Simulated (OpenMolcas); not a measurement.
**CH7NOSi (SMILES OCN[SiH3]), step by step**

Aim: the energy (HF/ANO-R0), then a single-point energy (CASSCF(2,2)/ANO-R1), then an energy scan (CASPT2(2,2)/ANO-R1), then an energy scan (SC-NEVPT2(2,2)/ANO-R1), then the energy along one coordinate (MC-PDFT[tPBE](2,2)/ANO-R1) of CH7NOSi. 

Program for the calculation: OpenMolcas 26.06.

### 1 Starting point

The species is CH7NOSi (11 atoms), meant as a singlet with charge 0. As SMILES, `OCN[SiH3]`. The coordinates come from a PBE0-D4/def2-TZVP relaxation. This is one conformer, not always the lowest.

Bond lengths: O1–C2 1.405 Å, C2–N3 1.432 Å, N3–Si4 1.720 Å, O1–H5 0.962 Å, C2–H6 1.095 Å, C2–H7 1.100 Å, N3–H8 1.009 Å, Si4–H9 1.487 Å, Si4–H10 1.492 Å, Si4–H11 1.485 Å. Some angles: O1–C2–N3 112.6°, C2–N3–Si4 124.6°, O1–C2–H6 104.7°, O1–C2–H7 111.2°, N3–C2–H6 112.6°, N3–C2–H7 107.8°, C2–O1–H5 107.2°, C2–N3–H8 113.6°, Si4–N3–H8 119.4°, N3–Si4–H9 108.0°.

### 2 A single-point energy at HF/ANO-R0 (sfX2C) (run 1)

File mol.xyz:

```xyz
11

O     -1.208000     1.808500    -0.668400
C     -0.009800     1.197800    -0.260600
N      0.021500    -0.204300    -0.552200
Si     0.472500    -1.425900     0.571200
H     -1.930700     1.291100    -0.299300
H      0.776900     1.753100    -0.781300
H      0.150800     1.320600     0.820400
H      0.033200    -0.410500    -1.539700
H     -0.212700    -1.140500     1.860100
H      1.934400    -1.515500     0.858100
H      0.037100    -2.731600     0.012700
```

File step1.input:

```
&GATEWAY
Coord
mol.xyz
Basis
ANO-R0
Group
NoSym
&SEWARD
&SCF
PrOrbitals
0
&LOCALISATION
Occupied
Freeze
Pipek-Mezey
&LOCALISATION
FileOrb
$Project.LocOrb
Virtual
Pipek-Mezey
```

Started as:

```sh
$ export MOLCAS_MEM=1860
$ pymolcas step1.input > step1.log
```

What it wrote:

```text
--- Start Module: gateway ---
[...]
--- Stop Module: gateway /rc=_RC_ALL_IS_WELL_ ---
[...]
      Basis functions           31
[...]
       Convergence after  11 Iterations
[...]
::    Total SCF energy                               -459.9795163748
[...]
      Total spin, S                                     0.0000000000
[...]
      Total electronic charge=   42.000000
      Total            charge=   -0.000000
[...]
      Dipole Moment (debye):
      Origin of the operator (angstrom)=   -0.0665   -0.0116   -0.0601
                   X= -5.5765E-01               Y=  1.8695E-01               Z= -1.1485E+00           Total=  1.2904E+00
      Quadrupole Moment (debye*angstrom):
[...]
--- Start Module: localisation ---
[...]
--- Stop Module: localisation /rc=_RC_ALL_IS_WELL_ ---
--- Start Module: localisation ---
[...]
--- Stop Module: localisation /rc=_RC_ALL_IS_WELL_ ---
[...]
```

Wall time 8.7 s (1 thread of AMD EPYC 7R43 (Zen 3), shared host); peak memory 0.38 GiB.

### 3 The energy at CASSCF(2,2)/ANO-R1 (sfX2C, RICD fitting) (run 2)

mol.xyz is that of step 2.

File step2.input:

```
&GATEWAY
 COORD
 mol.xyz
 BASIS
 ANO-R0
 GROUP
 NoSym

&SEWARD

&RASSCF
 FILEORB
 $CurrDir/step1.LocOrb
 ALTER
 2
 1 19 21
 1 22 26
 SPIN
 1
 NACTEL
 2 0 0
 INACTIVE
 20
 RAS2
 2
 ORBLISTING
 Nothing
>>> COPY $Project.RunFile RUNFIL1
>>> COPY $Project.RasOrb INPORB

&GATEWAY
 COORD
 mol.xyz
 BASIS
 ANO-R1
 GROUP
 NoSym
 RICD

&SEWARD
>>> COPY $Project.RunFile RUNFIL2

&EXPBAS

&RASSCF
 FILEORB
 $Project.ExpOrb
 SPIN
 1
 NACTEL
 2 0 0
 INACTIVE
 20
 RAS2
 2
 ORBLISTING
 Nothing
 ORBAPPEAR
 Compact
```

Started as:

```sh
$ export MOLCAS_MEM=1860
$ pymolcas step2.input > step2.log
```

What it wrote:

```text
--- Start Module: gateway ---
[...]
      Basis functions           31
[...]
      Number of active orbitals                  2
[...]
      Spin quantum number                      0.0
[...]
      Active orbitals                            2
[...]
      Number of CSFs                             3
[...]
      Number of root(s) required                 1
[...]
      Convergence after 12 iterations
[...]
      printout of CI-coefficients larger than  0.05 for root  1
      energy=    -459.996001
      conf/sym  11     Coeff  Weight
             1  20   0.99367 0.98738
             3  02  -0.11236 0.01262
      Natural orbitals and occupation numbers for root  1
      sym 1:   1.974751   0.025249
      ************************************************************************************************************************
      *                                                    Final results                                                     *
[...]
::    RASSCF root number  1 Total energy:   -459.99600070
[...]
      Basis functions           95
[...]
      Convergence after 15 iterations
[...]
      Natural orbitals and occupation numbers for root  1
      sym 1:   1.980354   0.019646
      ************************************************************************************************************************
      *                                                    Final results                                                     *
[...]
::    RASSCF root number  1 Total energy:   -460.98167712
[...]
      Total electronic charge=   42.000000
      Total            charge=   -0.000000
[...]
      Dipole Moment (debye):
      Origin of the operator (angstrom)=   -0.0665   -0.0116   -0.0601
                   X=  3.4413E-01               Y= -9.0031E-01               Z=  1.1664E-01           Total=  9.7087E-01
      Quadrupole Moment (debye*angstrom):
[...]
```

Run time: 23 s. Hardware: 1 thread of AMD EPYC 7R43 (Zen 3), shared host; peak memory 0.38 GiB.

### 4 An energy scan at CASPT2(2,2)/ANO-R1 (sfX2C, RICD fitting, ipea shift 0.25 Eh, pt2 variant SS) (run 3)

File step3.inp:

```
* CH7NOSi CASPT2
>>> COPY $CurrDir/step2.RasOrb $Project.RasOrb
>>> ForEach K in (1, 2, 3, 4, 5, 6, 7, 8, 9)

&gateway
  coord
  $CurrDir/point$K.xyz
  basis
  ANO-R1
  group
  NoSym
  ricd

&seward

&rasscf
  fileorb
  $Project.RasOrb
  spin
  1
  nactel
  2 0 0
  inactive
  20
  ras2
  2
  orblisting
  Nothing
  orbappear
  Compact

&caspt2
  imaginary
  0.2
  frozen
  8
>>> EndDo
```

Started as:

```sh
$ export MOLCAS_MEM=1860
$ pymolcas step3.inp > step3.log
```

What it wrote:

```text
[...]
      Basis functions           95
[...]
      Number of active orbitals                  2
[...]
      Spin quantum number                      0.0
[...]
      Active orbitals                            2
[...]
      Number of CSFs                             3
[...]
      Number of root(s) required                 1
[...]
      Convergence after 11 iterations
[...]
      printout of CI-coefficients larger than  0.05 for root  1
      energy=    -460.969710
      conf/sym  11     Coeff  Weight
             1  20   0.99670 0.99341
             3  02  -0.08116 0.00659
      Natural orbitals and occupation numbers for root  1
      sym 1:   1.986825   0.013175
      ************************************************************************************************************************
      *                                                    Final results                                                     *
[...]
::    RASSCF root number  1 Total energy:   -460.96970993
[...]
::    CASPT2 Root  1     Total energy:   -461.56273226
[...]
      Convergence after 11 iterations
[...]
      Natural orbitals and occupation numbers for root  1
      sym 1:   1.980386   0.019614
      ************************************************************************************************************************
      *                                                    Final results                                                     *
[...]
      Convergence after 17 iterations
[...]
      Convergence after 17 iterations
[...]
      Convergence after 18 iterations
[...]
::    RASSCF root number  1 Total energy:   -460.83105904
[...]
::    CASPT2 Root  1     Total energy:   -461.40451166
[...]
      Convergence after 15 iterations
[...]
::    RASSCF root number  1 Total energy:   -460.82670657
[...]
      Reference weight:           0.84541
[...]
::    CASPT2 Root  1     Total energy:   -461.39779656
[...]
```

Wall time 2.6 min (1 thread of AMD EPYC 7R43 (Zen 3), shared host); peak memory 0.087 GiB.

The scan, from its lowest point:

```csv
H5–O1 (Å),energy (kJ/mol)
0.866,32.9
0.962,0.0
1.059,17.9
1.203,86.1
1.395,195.0
1.636,310.7
1.925,398.1
2.310,448.3
2.887,465.9
```

### 5 The energy along one coordinate at SC-NEVPT2(2,2)/ANO-R1 (sfX2C, RICD fitting, pt2 variant SC-NEVPT2) (run 4)

File step4.input:

```
>>> COPY $CurrDir/step2.RasOrb $Project.RasOrb
>>> ForEach K in (1, 2, 3, 4, 5, 6, 7, 8, 9)

&gateway
 coord
 $CurrDir/point$K.xyz
 basis
 ANO-R1
 group
 NoSym
 ricd

&seward

&rasscf
 fileorb
 $Project.RasOrb
 spin
 1
 nactel
 2 0 0
 inactive
 20
 ras2
 2
 orblisting
 Nothing
 orbappear
 Compact

&caspt2
 sc-nevpt2
 frozen
 8
>>> EndDo
```

Started as:

```sh
$ export MOLCAS_MEM=1860
$ pymolcas step4.input > step4.log
```

What it wrote:

```text
--- Start Module: gateway ---
[...]
      Basis functions           95
[...]
      Number of active orbitals                  2
[...]
      Spin quantum number                      0.0
[...]
      Active orbitals                            2
[...]
      Number of CSFs                             3
[...]
      Number of root(s) required                 1
[...]
      Convergence after 11 iterations
[...]
      printout of CI-coefficients larger than  0.05 for root  1
      energy=    -460.969710
      conf/sym  11     Coeff  Weight
             1  20   0.99670 0.99341
             3  02  -0.08116 0.00659
      Natural orbitals and occupation numbers for root  1
      sym 1:   1.986825   0.013175
      ************************************************************************************************************************
      *                                                    Final results                                                     *
[...]
::    RASSCF root number  1 Total energy:   -460.96970993
[...]
::    SC-NEVPT2 Root  1     Total energy:   -461.56162392
[...]
      Convergence after 11 iterations
[...]
      Natural orbitals and occupation numbers for root  1
      sym 1:   1.980386   0.019614
      ************************************************************************************************************************
      *                                                    Final results                                                     *
[...]
      Convergence after 17 iterations
[...]
      Convergence after 17 iterations
[...]
      Convergence after 18 iterations
[...]
::    RASSCF root number  1 Total energy:   -460.83105904
[...]
::    SC-NEVPT2 Root  1     Total energy:   -461.40049805
[...]
      Convergence after 15 iterations
[...]
::    RASSCF root number  1 Total energy:   -460.82670657
[...]
::    SC-NEVPT2 Root  1     Total energy:   -461.39397458
[...]
```

Wall time 2.2 min (1 thread of AMD EPYC 7R43 (Zen 3), shared host); peak memory 0.087 GiB.

The scan, from its lowest point:

| H5–O1 (Å) | energy (kJ/mol) |
| --- | --- |
| 0.866 | 35.5 |
| 0.962 | 0.0 |
| 1.059 | 15.6 |
| 1.203 | 82.3 |
| 1.395 | 193.1 |
| 1.636 | 314.7 |
| 1.925 | 407.1 |
| 2.310 | 458.6 |
| 2.887 | 475.7 |

### 6 The energy along one coordinate at MC-PDFT[tPBE](2,2)/ANO-R1 (sfX2C, RICD fitting) (run 5)

File step5.input:

```
>>> EXPORT MOLCAS_PRINT=2
>>> COPY $CurrDir/step2.RasOrb $Project.RasOrb
>>> ForEach K in (1, 2, 3, 4, 5, 6, 7, 8, 9)

&GATEWAY
  COORD = $CurrDir/point$K.xyz
  BASIS = ANO-R1
  GROUP = NoSym
  RICD

&SEWARD

&RASSCF
  FILEORB = $Project.RasOrb
  SPIN = 1
  NACTEL = 2 0 0
  INACTIVE = 20
  RAS2 = 2
  ORBLISTING = Nothing
  ORBAPPEAR = Compact

&MCPDFT
  KSDFT = T:PBE
>>> EndDo
```

Started as:

```sh
$ export MOLCAS_MEM=1860
$ pymolcas step5.input > step5.log
```

What it wrote:

```text
--- Start Module: gateway ---
[...]
      Basis functions           95
[...]
      Number of active orbitals                  2
[...]
      Spin quantum number                      0.0
[...]
      Active orbitals                            2
[...]
      Number of CSFs                             3
[...]
      Number of root(s) required                 1
[...]
      Convergence after 11 iterations
[...]
      printout of CI-coefficients larger than  0.05 for root  1
      energy=    -460.969710
      conf/sym  11     Coeff  Weight
             1  20   0.99670 0.99341
             3  02  -0.08116 0.00659
      Natural orbitals and occupation numbers for root  1
      sym 1:   1.986825   0.013175
      ************************************************************************************************************************
      *                                                    Final results                                                     *
[...]
::    RASSCF root number  1 Total energy:   -460.96970993
[...]
::    MCPDFT root number  1 Total energy:   -462.15385763
[...]
      Convergence after 11 iterations
[...]
      Natural orbitals and occupation numbers for root  1
      sym 1:   1.980386   0.019614
      ************************************************************************************************************************
      *                                                    Final results                                                     *
[...]
      Convergence after 17 iterations
[...]
      Convergence after 17 iterations
[...]
      Convergence after 18 iterations
[...]
::    RASSCF root number  1 Total energy:   -460.83105904
[...]
::    MCPDFT root number  1 Total energy:   -461.98801768
[...]
      Convergence after 15 iterations
[...]
::    RASSCF root number  1 Total energy:   -460.82670657
[...]
::    MCPDFT root number  1 Total energy:   -461.98084569
[...]
```

Run time: 2.7 min. Hardware: 1 thread of AMD EPYC 7R43 (Zen 3), shared host; peak memory 0.087 GiB.

The scan, from its lowest point:

```
H5–O1 (Å)  energy (kJ/mol)
    0.866             34.7
    0.962              0.0
    1.059             15.5
    1.203             80.5
    1.395            188.8
    1.636            311.4
    1.925            411.2
    2.310            470.1
    2.887            488.9
```

### 7 Summary of results

```
                                                   quantity          value
                             run 1, HF/ANO-R0: total energy  -459.97952 Eh
                            run 1, HF/ANO-R0: dipole moment         1.29 D
                              run 1, HF/ANO-R0: HOMO energy      -11.19 eV
                              run 1, HF/ANO-R0: LUMO energy        2.99 eV
                            run 1, HF/ANO-R0: HOMO–LUMO gap       14.18 eV
                    run 2, CASSCF(2,2)/ANO-R1: total energy  -460.98168 Eh
  run 2, CASSCF(2,2)/ANO-R1: dipole moment (CASSCF density)         0.97 D
       run 3, CASPT2(2,2)/ANO-R1: lowest energy of the scan  -461.57524 Eh
    run 4, SC-NEVPT2(2,2)/ANO-R1: lowest energy of the scan  -461.57516 Eh
run 5, MC-PDFT[tPBE](2,2)/ANO-R1: lowest energy of the scan  -462.16706 Eh
```

What this shows: Mulliken charges (run 1, HF/ANO-R0) run from -0.52 on N3 to +0.35 on H5.
